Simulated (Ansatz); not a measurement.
# interstitial Li in Ru: a dynamics run in two tries

Wanted: a short trajectory, and a check that the input is sound. The host cell (hcp) has 12 atoms; the extra atom is the last.

All numbers below are computed with Ansatz 0.2.0 (DFT PBE, plane waves, PAW, scalar-relativistic, no spin polarisation).

### 1 Starting point

The cell holds 13 atoms (LiRu12): a = 5.400 Å, b = 8.100 Å, c = 4.277 Å, α = 90.00°, β = 90.00°, γ = 120.00°.

Structure file:

```
Ru Li
1.0
     5.40000    0.00000    0.00000
    -4.05000    7.01481    0.00000
     0.00000    0.00000    4.27680
Ru Li
12 1
Direct
  0.00162 0.00210 0.97988
  0.16847 0.22258 0.50497
  0.99827 0.32952 0.98934
  0.15315 0.53585 0.47357
  0.97367 0.65375 0.02826
  0.15526 0.89775 0.47092
  0.51303 0.01911 0.02747
  0.66778 0.22529 0.51151
  0.49741 0.33213 0.99531
  0.66446 0.55260 0.52065
  0.51044 0.65682 0.02926
  0.69238 0.90084 0.47224
  0.33315 0.77774 0.75036
```

### 2 First attempt

input.yaml

```yaml
accuracy: low
crystal:
  lattice:
    - [5.4, 0.0, 0.0]
    - [-4.05, 7.014806, 0.0]
    - [0.0, 0.0, 4.2768]
  atoms:
    - { symbol: Ru, position: [0.00161675, 0.00209874, -0.02012379] }
    - { symbol: Ru, position: [0.16847034, 0.22257876, 0.50496671] }
    - { symbol: Ru, position: [-0.00172857, 0.32951967, -0.01065717] }
    - { symbol: Ru, position: [0.15314834, 0.53584689, 0.47357426] }
    - { symbol: Ru, position: [-0.02633085, 0.65374617, 0.02826404] }
    - { symbol: Ru, position: [0.15526128, 0.89775488, 0.4709215] }
    - { symbol: Ru, position: [0.51302608, 0.01911052, 0.02746979] }
    - { symbol: Ru, position: [0.66778097, 0.22529485, 0.51151009] }
    - { symbol: Ru, position: [0.49741475, 0.33213498, -0.00469467] }
    - { symbol: Ru, position: [0.66446146, 0.55260437, 0.52065317] }
    - { symbol: Ru, position: [0.51043937, 0.65682488, 0.0292571] }
    - { symbol: Ru, position: [0.6923836, 0.90083954, 0.47223612] }
    - { symbol: Li, position: [0.33314776, 0.77774319, 0.75035848] }
basis:
  ecutwfc: 420.0
kpoints:
  mp_grid: { grid: [3, 2, 3] }
hamiltonian:
  xc: pbe
scf:
  occupations: { method: fermi_dirac, width: 0.1 }
  lower_state_search: "off"
  max_iter: 92
md:
  timestep: 1
  n_steps: 25
  ensemble: nvt_langevin
  initial_velocities: maxwell_boltzmann
  seed: 900094
```

Started as:

```
> ansatz run input.yaml --threads 2 --pin off --max-ram 5120MiB --backend cpu --events-out ev --progress --plain --runs-dir out
```

**Question.** What will these runs give? Wanted: first try.

As calculated:

```
 quantity                                                           value
first try                                                         refused
    cause  a Langevin thermostat is asked for with no temperature to hold
```

**Reading.** The fault in the first input was caught at the input check and cost nothing.
